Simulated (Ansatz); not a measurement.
# Si: the cost of one run

Method: DFT PBE, scalar-relativistic, plane waves, PAW, in Ansatz 0.2.0.

## Step 1: The structure to begin with

The structure is cubic, space group Fd-3m (No. 227). Conventional cell: a = 5.444 Å, b = 5.444 Å, c = 5.444 Å, α = 90.00°, β = 90.00°, γ = 90.00°. Si (site symmetry -43m) has 4 Si at 2.36 Å as nearest neighbours.

Structure file:

```cif
data_structure
_symmetry_space_group_name_H-M 'Fd-3m:1'
_symmetry_Int_Tables_number 227
_cell_length_a 5.4437
_cell_length_b 5.4437
_cell_length_c 5.4437
_cell_angle_alpha 90.000
_cell_angle_beta 90.000
_cell_angle_gamma 90.000
_cell_volume 161.32
loop_
_atom_site_label
_atom_site_type_symbol
_atom_site_symmetry_multiplicity
_atom_site_Wyckoff_symbol
_atom_site_fract_x
_atom_site_fract_y
_atom_site_fract_z
_atom_site_occupancy
Si1 Si 8 a 0.25000 0.25000 0.25000 1
```

The structure comes from the Materials Project (structure only).

(A quick probe on a coarse mesh, which set the mesh and smearing, is not shown.)

## Step 3: Relaxing cell and atoms

File input.yaml:

```yaml
crystal:
  lattice:
    - [0.0, 2.72185119, 2.72185119]
    - [2.72185119, 0.0, 2.72185119]
    - [2.72185119, 2.72185119, 0.0]
  atoms:
    - { symbol: Si, position: [0.75, 0.75, 0.75] }
    - { symbol: Si, position: [0.5, 0.5, 0.5] }
basis:
  ecutwfc: 420
kpoints:
  mp_grid: { grid: [8, 8, 8] }
hamiltonian:
  xc: pbe
scf:
  occupations: { method: gaussian, width: 0.02 }
output:
  forces: true
  stress: true
  eigenvalues: true
relax:
  adjacent_minimum: "off"
  f_tol: 0.005
  max_steps: 80
  cell: { stress_tol: 0.05 }
```

Started as:

```console
ansatz run input.yaml --threads 4 --pin off --max-ram 8192MiB --backend cpu --events-out ev --progress --plain --runs-dir out
```

What time and memory should one allow on 4 threads of AMD EPYC (Zen 3), shared host?

About 4.8 s, with a peak of 0.32 GiB.
